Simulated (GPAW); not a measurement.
# SiF (Pm-3m) in GPAW: convergence with plane-wave cutoff (eV)

Aim: find how far plane-wave cutoff (eV) must go before the results for SiF settle, at PBE. This setting moves, with any that are tied to it; all else stays.

Program: GPAW 26.7.0. These are calculated values, not measurements. Logs are shortened: lines on timing, memory, paths and dates and some standing lists are left out, and cuts for length are marked. The log counts tension as positive stress, the text compression.

### 1 Starting point

The structure is cubic, space group Pm-3m (No. 221). The conventional cell has a = 3.029 Å, b = 3.029 Å, c = 3.029 Å, α = 90.00°, β = 90.00°, γ = 90.00°. Around Si (site symmetry m-3m) lie 8 F at 2.62 Å. F (site symmetry m-3m) has 8 Si at 2.62 Å as nearest neighbours.

The cell was built by a generator and needn't be a form met in nature.

### 2 With plane-wave cutoff (eV) 300

The input, run.py:

```python
from ase import Atoms
from ase.dft.bandgap import bandgap
from ase.io import write
from ase.units import GPa
from gpaw import GPAW, PW

atoms = Atoms(['Si', 'F'],
              cell=[[3.0286, 0.0, 0.0],
                    [0.0, 3.0286, 0.0],
                    [0.0, 0.0, 3.0286]],
              scaled_positions=[[0.5, 0.5, 0.5],
                                [0.0, 0.0, 0.0]],
              pbc=True)

calc = GPAW(mode=PW(300),
            xc='PBE',
            kpts={'size': (9, 9, 9), 'gamma': True},
            occupations={'name': 'fermi-dirac', 'width': 0.05},
            nbands=13,
            convergence={'density': 1e-05, 'energy': 1e-05},
            maxiter=100,
            txt='gpaw.txt')
atoms.calc = calc
energy = atoms.get_potential_energy()
forces = atoms.get_forces()
stress = atoms.get_stress()
calc.write('gs.gpw')
write('result.traj', atoms)
print(f'Energy: {energy:.6f} eV')
print('Forces (eV/A):')
print(forces.round(4))
print('Stress (GPa):', (stress / GPa).round(3))
print('Fermi level:', round(calc.get_fermi_level(), 4), 'eV')
print(f'Gap: {bandgap(calc)[0]:.4f} eV, direct: {bandgap(calc, direct=True)[0]:.4f} eV')
```

Potentials or basis: GPAW PAW data sets (gpaw-data 1.2.1), pw.

Command:

```sh
OMP_NUM_THREADS=1 python run.py
```

It took 7.5 s on 1 thread of Intel Xeon Platinum 8375C at 2.90GHz (Ice Lake), shared host; peak memory 0.12 GiB.

Results:

| Quantity | Value |
| --- | --- |
| Free energy | -0.3777 eV |
| Pressure | -147.9 GPa |
| Band gap on the k mesh | none (metal or under the smearing width) |

### 3 With plane-wave cutoff (eV) 350

Changes to run.py since step 2:

```diff
@@ -14,3 +14,3 @@
 
-calc = GPAW(mode=PW(300),
+calc = GPAW(mode=PW(350),
             xc='PBE',
```

Potentials or basis: GPAW PAW data sets (gpaw-data 1.2.1), pw.

Command:

```sh
OMP_NUM_THREADS=1 python run.py
```

Wall time 5 s (1 thread of Intel Xeon Platinum 8375C at 2.90GHz (Ice Lake), shared host); peak memory 0.13 GiB.

What came out:

- Free energy: -4.7363 eV
- Pressure: -76.0 GPa
- Band gap on the k mesh: none (metal or under the smearing width)

### 4 With plane-wave cutoff (eV) 400

Changes to run.py since step 3:

```diff
@@ -14,3 +14,3 @@
 
-calc = GPAW(mode=PW(350),
+calc = GPAW(mode=PW(400),
             xc='PBE',
```

Command:

```sh
OMP_NUM_THREADS=1 python run.py
```

Wall time 5.3 s (1 thread of Intel Xeon Platinum 8375C at 2.90GHz (Ice Lake), shared host); peak memory 0.13 GiB.

Results:

| Property | Result |
| --- | --- |
| Free energy | -6.6069 eV |
| Pressure | -35.2 GPa |
| Band gap on the k mesh | none (metal or under the smearing width) |

### 5 With plane-wave cutoff (eV) 500

Changes to run.py since step 4:

```diff
@@ -14,3 +14,3 @@
 
-calc = GPAW(mode=PW(400),
+calc = GPAW(mode=PW(500),
             xc='PBE',
```

Command:

```sh
OMP_NUM_THREADS=1 python run.py
```

It took 6.1 s on 1 thread of Intel Xeon Platinum 8375C at 2.90GHz (Ice Lake), shared host; peak memory 0.13 GiB.

Results:

```yaml
Free_energy: -7.5957 eV
Pressure: -4.5 GPa
Band_gap_on_the_k_mesh: none (metal or under the smearing width)
```

### 6 With plane-wave cutoff (eV) 600

Changes to run.py since step 5:

```diff
@@ -14,3 +14,3 @@
 
-calc = GPAW(mode=PW(500),
+calc = GPAW(mode=PW(600),
             xc='PBE',
```

Potentials or basis: GPAW PAW data sets (gpaw-data 1.2.1), pw.

Command:

```sh
OMP_NUM_THREADS=1 python run.py
```

It took 8.7 s on 1 thread of Intel Xeon Platinum 8375C at 2.90GHz (Ice Lake), shared host; peak memory 0.14 GiB.

It converged, with:

| Item | Value |
| --- | --- |
| Free energy | -7.6774 eV |
| Pressure | 0.2 GPa |
| Band gap on the k mesh | none (metal or under the smearing width) |

### 7 With plane-wave cutoff (eV) 700

Changes to run.py since step 6:

```diff
@@ -14,3 +14,3 @@
 
-calc = GPAW(mode=PW(600),
+calc = GPAW(mode=PW(700),
             xc='PBE',
```

Command:

```sh
OMP_NUM_THREADS=1 python run.py
```

Run time: 8.3 s. Hardware: 1 thread of Intel Xeon Platinum 8375C at 2.90GHz (Ice Lake), shared host; peak memory 0.15 GiB.

Results (log left out):

| Item | Value |
| --- | --- |
| Free energy | -7.6896 eV |
| Pressure | -0.3 GPa |
| Band gap on the k mesh | none (metal or under the smearing width) |

### 8 With plane-wave cutoff (eV) 800

Changes to run.py since step 7:

```diff
@@ -14,3 +14,3 @@
 
-calc = GPAW(mode=PW(700),
+calc = GPAW(mode=PW(800),
             xc='PBE',
```

Command:

```sh
OMP_NUM_THREADS=1 python run.py
```

It took 8.9 s on 1 thread of Intel Xeon Platinum 8375C at 2.90GHz (Ice Lake), shared host; peak memory 0.15 GiB.

The run converged. Its results:

```
Free energy            : -7.7220 eV
Pressure               : -0.8 GPa
Band gap on the k mesh : none (metal or under the smearing width)
```

### 9 With plane-wave cutoff (eV) 1000

Changes to run.py since step 8:

```diff
@@ -14,3 +14,3 @@
 
-calc = GPAW(mode=PW(800),
+calc = GPAW(mode=PW(1000),
             xc='PBE',
```

Potentials or basis: GPAW PAW data sets (gpaw-data 1.2.1), pw.

Command:

```sh
OMP_NUM_THREADS=1 python run.py
```

Run time: 14 s. Hardware: 1 thread of Intel Xeon Platinum 8375C at 2.90GHz (Ice Lake), shared host; peak memory 0.17 GiB.

It converged, with:

| Property | Result |
| --- | --- |
| Free energy | -7.7832 eV |
| Pressure | -0.5 GPa |
| Band gap on the k mesh | none (metal or under the smearing width) |

### 10 With plane-wave cutoff (eV) 1200

Changes to run.py since step 9:

```diff
@@ -14,3 +14,3 @@
 
-calc = GPAW(mode=PW(1000),
+calc = GPAW(mode=PW(1200),
             xc='PBE',
```

Potentials or basis: GPAW PAW data sets (gpaw-data 1.2.1), pw.

Command:

```sh
OMP_NUM_THREADS=1 python run.py
```

gpaw.txt:

```text
__  _  _
 | _ |_)|_||  |
 |__||  | ||/\| - 26.7.0

Input parameters:
  mode=PW(ecut=1200.0),
  convergence={'density': 1e-05, 'energy': 1e-05},
  kpts=MonkhorstPack(size=(9, 9, 9), gamma=True),
  maxiter=100,
  nbands=13,
  occupations=Occupations(name='fermi-dirac', width=0.05),
  xc=XC(name='PBE')

Diagonalizing LCAO Hamiltonian
Converting LCAO to pw mode
   .------.
  /|      |
 * |      |
 | | Si   |
 | .------.
 |/      /
 F------*

Atoms  # Å, Bohr magnetons
|   | symbol |        x |        y |        z |    initial magnetic moments |
|---|--------|----------|----------|----------|-----------------------------|
| 0 |     Si | 1.514300 | 1.514300 | 1.514300 | ( 0.0000,  0.0000,  0.0000) |
| 1 |      F | 0.000000 | 0.000000 | 0.000000 | ( 0.0000,  0.0000,  0.0000) |

Unit cell  # Å
| periodic |        x |        y |        z |  lengths |    angles |
|----------|----------|----------|----------|----------|-----------|
|      yes | 3.028600 | 0.000000 | 0.000000 | 3.028600 | 90.000000 |
|      yes | 0.000000 | 3.028600 | 0.000000 | 3.028600 | 90.000000 |
|      yes | 0.000000 | 0.000000 | 3.028600 | 3.028600 | 90.000000 |

Number of symmetries: 48
Symmetry operations  # r_c * U_cc + t_c -> r_c
|    | kind |            matrix            |
|----|------|------------------------------|
|  0 |  E   |  1, 0, 0,  0, 1, 0,  0, 0, 1 |
|  1 |  σ   |  1, 0, 0,  0, 1, 0,  0, 0,-1 |
|  2 |  σ   |  1, 0, 0,  0, 0, 1,  0, 1, 0 |
|  3 |  C4  |  1, 0, 0,  0, 0, 1,  0,-1, 0 |
|  4 |  C4  |  1, 0, 0,  0, 0,-1,  0, 1, 0 |
|  5 |  σ   |  1, 0, 0,  0, 0,-1,  0,-1, 0 |
|  6 |  σ   |  1, 0, 0,  0,-1, 0,  0, 0, 1 |
|  7 |  C2  |  1, 0, 0,  0,-1, 0,  0, 0,-1 |
|  8 |  σ   |  0, 1, 0,  1, 0, 0,  0, 0, 1 |
|  9 |  C2  |  0, 1, 0,  1, 0, 0,  0, 0,-1 |
| 10 |  C3  |  0, 1, 0,  0, 0, 1,  1, 0, 0 |
| 11 |  S6  |  0, 1, 0,  0, 0, 1, -1, 0, 0 |
| 12 |  S6  |  0, 1, 0,  0, 0,-1,  1, 0, 0 |
| 13 |  C3  |  0, 1, 0,  0, 0,-1, -1, 0, 0 |
| 14 |  C4  |  0, 1, 0, -1, 0, 0,  0, 0, 1 |
| 15 |  S4  |  0, 1, 0, -1, 0, 0,  0, 0,-1 |
| 16 |  C3  |  0, 0, 1,  1, 0, 0,  0, 1, 0 |
| 17 |  S6  |  0, 0, 1,  1, 0, 0,  0,-1, 0 |
[... 139 lines left out ...]
  Good broyden scale: 1.0
  Trust region scale: 1.0
  Backstep threshold: 4.0
  History deletion threshold: 6.0
  Fourier metric: weight=20.0, sigma=0.015

occupation numbers:
  Fermi-Dirac:
    width: 0.0500  # eV

poisson solver:
  ecut: 9600.0  # eV

xc functional:
  name: PBE with 2 nearest neighbor stencil

convergence criteria:
- Maximum integral of absolute [dens]ity change: 1e-05 electrons / valence electron
- Maximum [total energy] change in last 3 cyles: 1e-05 eV / valence electron
- Maximum integral of absolute [eigenst]ate change: 4e-08 eV^2 / valence electron
maximum number of iterations: 100

SCF iterations
|iter     | |      energy | eigst |  dens |
|---------|-|-------------|-------|-------|
|iter:   1| |   -8.475312 | -0.05 |       |
|iter:   2| |   -8.268587 | -2.18 | -1.03 |
|iter:   3| |   -7.815570 | -0.76 | -1.09 |
|iter:   4| |   -7.800899 | -2.22 | -1.66 |
|iter:   5| |   -7.798467 | -3.29 | -1.87 |
|iter:   6| |   -7.797835 | -4.01 | -2.54 |
|iter:   7| |   -7.797923 | -5.07 | -2.94 |
|iter:   8| |   -7.797893c| -6.07 | -3.54 |
|iter:   9| |   -7.797894c| -8.15c| -4.65 |
|iter:  10| |   -7.797894c| -8.76c| -5.06c|

Converged in 10 steps
Energy contributions relative to reference atoms: (reference = -10600.425035)

Energy contributions:
  Kinetic:           6.546203
  Coulomb:          -6.743886
  Zero:             -0.037755
  External:          0.000000
  Xc:               -7.553582
  Entropy:          -0.017748
  Spinorbit:         0.000000
  ----------------------------
  Free energy:      -7.806767
  Extrapolated:     -7.797894

dipole moment: (-9.079366, -9.079366, -9.079366)  # |e|*Ang

Fermi level: 5.835
Eigenvalues  # (at kpt = [0.000, 0.000, 0.000])
| band index |      eig [eV] | occ [0-2] |
|------------|---------------|-----------|
|          0 |       -18.287 |     2.000 |
|          1 |        -3.137 |     2.000 |
|          2 |         0.612 |     2.000 |
|          3 |         0.612 |     2.000 |
|          4 |         0.612 |     2.000 |
|          5 |        10.986 |     0.000 |
|          6 |        10.986 |     0.000 |
|          7 |        10.986 |     0.000 |
|          8 |        11.657 |     0.000 |
|          9 |        11.657 |     0.000 |
|         10 |        21.865 |     0.000 |
|         11 |        22.813 |     0.000 |
|         12 |        22.813 |     0.000 |

No gap
No difference between direct/indirect transitions

Forces  # eV/Ang
|        x |        y |        z |
|----------|----------|----------|
|  0.00000 | -0.00000 |  0.00000 |  # Si   0
| -0.00000 | -0.00000 | -0.00000 |  # F    1

Stress tensor  # eV/Ang^3
|         x |         y |         z |
|-----------|-----------|-----------|
| -0.000407 | -0.000000 |  0.000000 |
| -0.000000 | -0.000407 |  0.000000 |
|  0.000000 |  0.000000 | -0.000407 |

# Writing to gs.gpw (mode='')
```

It took 15 s on 1 thread of Intel Xeon Platinum 8375C at 2.90GHz (Ice Lake), shared host; peak memory 0.18 GiB.

Results:

```
Free energy            : -7.8068 eV
Pressure               : 0.1 GPa
Band gap on the k mesh : none (metal or under the smearing width)
```

### 11 Summary

```
plane-wave cutoff (eV)  energy less the tightest run, at zero smearing (meV/atom)  pressure (GPa)  SCF cycles  CPU time (s)  peak memory (GiB)
                   300                                                    3714.85         -147.87           9           7.5               0.12
                   350                                                    1535.02          -76.04          10             5               0.13
                   400                                                     599.96          -35.17          10           5.3               0.13
                   500                                                     105.53           -4.54          10           6.1               0.13
                   600                                                      64.69            0.17          10           8.7               0.14
                   700                                                      58.57           -0.27          10           8.3               0.15
                   800                                                      42.37           -0.79          10           8.9               0.15
                  1000                                                      11.78           -0.48          10            14               0.17
                  1200                                                       0.00            0.07          10            15               0.18
```

Not settled before the last step: the energy (to 1 meV/atom), the pressure (to 0.1 GPa). The tightest run that finished is the yardstick and may itself not be fully converged.

Caveats: an odd number of electrons without spin polarisation forces a metal; a magnetic or distorted state may lie lower.
